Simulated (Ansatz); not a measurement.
# Strontium, diamond under LDA: structure, energy and stiffness

Aim: take strontium in the diamond structure, relax it, solve it on a dense k-mesh, switch on spin-orbit coupling, then scale the cell to 7 volumes from 88 to 112 % of the relaxed one and try a fit of the equation of state. The k-meshes are 7×7×7 for the relaxation; 10×10×10 for the dense run; 6×6×6 for spin-orbit coupling; 7×7×7 for the volumes.

This is Sr in the diamond structure; at room conditions it is fcc.

Computed with Ansatz 0.2.0 (DFT LDA (PW92), plane waves (420 eV) with PAW, scalar-relativistic; PBE-made PAW files, unless a step says otherwise).

### Step 1. The system as given

Symmetry: Fd-3m, No. 227, cubic system. The conventional cell has a = 8.473 Å, b = 8.473 Å, c = 8.473 Å, α = 90.00°, β = 90.00°, γ = 90.00°. Sr (site symmetry -43m) has 4 Sr at 3.67 Å as nearest neighbours.

Structure file:

```cif
data_structure
_symmetry_space_group_name_H-M 'Fd-3m:1'
_symmetry_Int_Tables_number 227
_cell_length_a 8.4728
_cell_length_b 8.4728
_cell_length_c 8.4728
_cell_angle_alpha 90.000
_cell_angle_beta 90.000
_cell_angle_gamma 90.000
_cell_volume 608.25
loop_
_atom_site_label
_atom_site_type_symbol
_atom_site_symmetry_multiplicity
_atom_site_Wyckoff_symbol
_atom_site_fract_x
_atom_site_fract_y
_atom_site_fract_z
_atom_site_occupancy
Sr1 Sr 8 b 0.75000 0.75000 0.75000 1
```

### Step 2. Geometry optimisation

File input.yaml:

```yaml
crystal:
  lattice:
    - [0.0, 4.2364013364, 4.2364013364]
    - [4.2364013364, 0.0, 4.2364013364]
    - [4.2364013364, 4.2364013364, 0.0]
  atoms:
    - { symbol: Sr, position: [0.125, 0.125, 0.125] }
    - { symbol: Sr, position: [0.875, 0.875, 0.875] }
hamiltonian:
  xc: lda
  pseudopotentials:
    kind: paw
    azcp:
      Sr: "pseudopotentials/Sr.paw.azcp"
basis:
  ecutwfc: 420
  fft_grid_basis: typed
kpoints:
  mp_grid: { grid: [7, 7, 7], shift: [0, 0, 0] }
magnetization:
  spin_polarized: false
scf:
  occupations: { method: fermi_dirac, width: 0.1 }
relax:
  max_steps: 60
  f_tol: 0.01
  cell: {}
```

Started as:

```
> ansatz run input.yaml --threads 2 --pin off --max-ram 5120MiB --backend cpu --events-out ev --progress --plain --runs-dir out
```

Further steps of the session: Dense single point; With spin-orbit coupling; Volume × 0.88; Volume × 0.92; Volume × 0.96; Volume × 1.0; Volume × 1.04; Volume × 1.08; Volume × 1.12.

Q: Predict the outcome of this session. Wanted: space group; conventional cell; volume; shortest distance; gap on the mesh; relative to fcc; highest ELF outside the cores; V₀, B₀, B₀′.

As calculated:

| quantity | value |
| --- | --- |
| space group (spins left aside) | Fd-3m (No. 227) |
| conventional cell | a = 9.209 Å |
| volume | 97.628 Å³/atom |
| shortest distance | 3.988 Å |
| gap on the mesh | none (levels filled in part) |
| relative to fcc | +1063 meV/atom |
| highest ELF outside the cores | 0.60, 2.17 Å from the nearest atom |
| V₀, B₀, B₀′ | 98.921 Å³/atom, 2.9 GPa, 1.4 |

In words: From the guessed start the volume grew by 28.4 % in 5 steps. It lies 1063 meV/atom above the element's reference form at the same level (fcc, from a run of its own), so it is far from stable. Levels at the Fermi energy are filled in part, as in a metal. Totals with and without spin-orbit coupling (-0.59 eV/atom apart) can't be read as binding, since the two-component data shift the zero of energy. The fitted modulus is 2.9 GPa, a soft solid. The symmetry was held, so the structure may be unstable against distortions that break it.
